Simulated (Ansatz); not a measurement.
# H₇NSiSn, SMILES [SiH3][NH][SnH3]: an atomisation energy

With Ansatz 0.2.0 through its Python package.

Notebook, run cell by cell (the value of a cell's last expression is shown):

In [1]:
```python
from collections import Counter

import ansatz as az
```

In [2]:
```python
def total_energy(molecule, charge=0, unpaired=0):
    calc = (
        molecule.calculation()
        .basis(gaussian="x2c-TZVPPall")
        .functional("R2SCAN0")
    )
    if charge:
        calc = calc.charge(charge)
    if unpaired:
        calc = calc.spin("collinear", total=unpaired)
    return calc.run(threads=1, backend="cpu").report["free_energy_ev"]

geometry_ang = [
    ("Si", (-1.0322, 0.6917, -0.8223)),
    ("N", (-0.3315, -0.8653, -0.5567)),
    ("Sn", (1.1981, -0.5662, 0.7457)),
    ("H", (-2.1587, 0.5935, -1.738)),
    ("H", (-0.0978, 1.6358, -1.4677)),
    ("H", (-1.5373, 1.3153, 0.4446)),
    ("H", (-1.0092, -1.444, -0.0535)),
    ("H", (2.0211, -2.0884, 1.1194)),
    ("H", (0.6213, 0.1691, 2.2748)),
    ("H", (2.4095, 0.5073, 0.0565)),
]
h7nsisn = az.Crystal.molecule()
for symbol, xyz in geometry_ang:
    h7nsisn = h7nsisn.atom(symbol, xyz)
```

In [3]:
```python
unpaired = {"Si": 2, "N": 3, "Sn": 2, "H": 1}
counts = Counter(site.symbol for site in h7nsisn.cartesian_sites)
atom_energy = {s: total_energy(az.Crystal.molecule().atom(s, (0, 0, 0)), 0, unpaired[s]) for s in counts}
whole = total_energy(h7nsisn, 0, 0)
for s, e in atom_energy.items():
    print(f"{s:2s} x{counts[s]}  {e:14.5f} eV")
print(f"H7NSiSn: {whole:.5f} eV")
split = sum(counts[s] * e for s, e in atom_energy.items()) - whole
print(f"atomisation energy (no zero-point term): {23.060548 * split:.1f} kcal/mol, {split / sum(counts.values()):.3f} eV an atom")
```
```text
Si x1     -7889.84892 eV
N  x1     -1486.04169 eV
Sn x1   -168073.74277 eV
H  x7       -13.60234 eV
H7NSiSn: -177572.72978 eV
atomisation energy (no zero-point term): 642.9 kcal/mol, 2.788 eV an atom
```

642.9 kcal/mol from the electronic energies, without the zero-point term.

Caveats:
- Total energies depend on the basis set; only differences at equal settings carry meaning.
- The geometry is a force-field or estimated start, not a minimum of this method, and the basis set is short of its limit. All parts are taken at fixed geometry, without zero-point energy.
- The spin-orbit lowering of heavy atoms is left out.
- Timing: 17 s on 1 thread of Intel(R) Xeon(R) Platinum 8375C CPU @ 2.90GHz (Ice Lake), on a shared host, peak memory 0.64 GiB.

(Lines on the test bed's own set-up are left out of the output.)
